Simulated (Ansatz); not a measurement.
# Ni (Ni, dhcp): the cost of one run

Method: DFT PBEsol, plane waves (420 eV) with PAW, scalar-relativistic; the PAW data stem from PBE, with regenerated cores, in Ansatz 0.2.0.

## 1. The structure to begin with

The structure is hexagonal, space group P6_3/mmc (No. 194). Conventional cell: a = 2.492 Å, b = 2.492 Å, c = 8.138 Å, α = 90.00°, β = 90.00°, γ = 120.00°. Ni (site symmetry -3m) is surrounded by 12 Ni at 2.49 Å. Ni (site symmetry -6m2) is surrounded by 12 Ni at 2.49 Å.

Coordinates:

```cif
data_structure
_symmetry_space_group_name_H-M 'P6_3/mmc'
_symmetry_Int_Tables_number 194
_cell_length_a 2.4918
_cell_length_b 2.4918
_cell_length_c 8.1381
_cell_angle_alpha 90.000
_cell_angle_beta 90.000
_cell_angle_gamma 120.000
_cell_volume 43.76
loop_
_atom_site_label
_atom_site_type_symbol
_atom_site_symmetry_multiplicity
_atom_site_Wyckoff_symbol
_atom_site_fract_x
_atom_site_fract_y
_atom_site_fract_z
_atom_site_occupancy
Ni1 Ni 2 a 0.00000 0.00000 0.00000 1
Ni2 Ni 2 c 0.33333 0.66667 0.25000 1
```

The atoms start with moments of +0.8 ×2, -0.8 ×2 μB.

## 2. Relaxation of the cell

Input file input.yaml:

```yaml
crystal:
  lattice:
    - [2.491755966, 0.0, 0.0]
    - [-1.245877983, 2.1579239666, 0.0]
    - [0.0, 0.0, 8.138074985]
  atoms:
    - { symbol: Ni, position: [0.0, 0.0, 0.0], spin: 0.8 }
    - { symbol: Ni, position: [0.0, 0.0, 0.5], spin: 0.8 }
    - { symbol: Ni, position: [0.3333333333, 0.6666666667, 0.25], spin: -0.8 }
    - { symbol: Ni, position: [0.6666666667, 0.3333333333, 0.75], spin: -0.8 }
hamiltonian:
  xc: pbesol
  pseudopotentials:
    kind: paw
    azcp:
      Ni: "pseudopotentials/Ni.paw.azcp"
basis:
  ecutwfc: 420
  fft_grid_basis: typed
kpoints:
  mp_grid: { grid: [14, 14, 4], shift: [0, 0, 0] }
magnetization:
  spin_polarized: true
scf:
  occupations: { method: fermi_dirac, width: 0.05 }
relax:
  max_steps: 60
  f_tol: 0.01
  cell: {}
output:
  write_density: true
  write_potential: true
  elf: true
  volumetric_format: npy
```

Q: Estimate wall time and peak memory on 2 threads of an Arm CPU, shared host.

About 55 s, with a peak of 0.51 GiB.
